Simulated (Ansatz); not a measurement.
# AlBrH2: a nudged elastic band, and a look at its input

A nudged elastic band is wanted. The input is run as typed. The step meant is a 1,1-elimination at charge 0 and multiplicity 1, which changes Br2–H3, Al1–Br2, Al1–H3.

The runs use Ansatz 0.2.0, Gaussian basis; PBE0-D4/def2-SVP.

## 1. The structure

```csv
atom,x (Å),y (Å),z (Å)
Al1,-0.1752,0.0427,-0.0859
Br2,1.8043,-0.4386,0.8846
H3,-0.3212,-0.2491,-1.6276
H4,-1.3079,0.6451,0.8289
```

## 2. The run

run/in.yaml

```yaml
crystal:
  periodic: [false, false, false]
  atoms:
    - {symbol: Al, position_ang: [-0.175202, 0.042681, -0.085947]}
    - {symbol: Br, position_ang: [1.804264, -0.438552, 0.884589]}
    - {symbol: H, position_ang: [-0.321169, -0.249144, -1.627550]}
    - {symbol: H, position_ang: [-1.307893, 0.645115, 0.828908]}
basis:
  gaussian: {orbitals: def2-SVP}
hamiltonian: {xc: pbe0, dispersion: d4}
neb:
  images: 5
  climbing: true
  max_iterations: 30
  initial_path: idpp
  climb: true
  final_atoms:
    - {symbol: Al, position_ang: [-1.062891, 0.449899, 0.339419]}
    - {symbol: Br, position_ang: [2.433601, -1.031094, -0.781996]}
    - {symbol: H, position_ang: [1.144973, -0.485763, -0.370906]}
    - {symbol: H, position_ang: [-2.515682, 1.067058, 0.813482]}
```

Launch:

```console
$ ansatz run in.yaml --threads 2 --pin off --events-out ev --progress --plain --max-ram 4352MiB
```

Q: Predict the outcome of this session. Wanted: this run.

As calculated:

| quantity | value |
| --- | --- |
| this run | refused |
| fault | misspelt key |

The block holds a key that the program does not know.
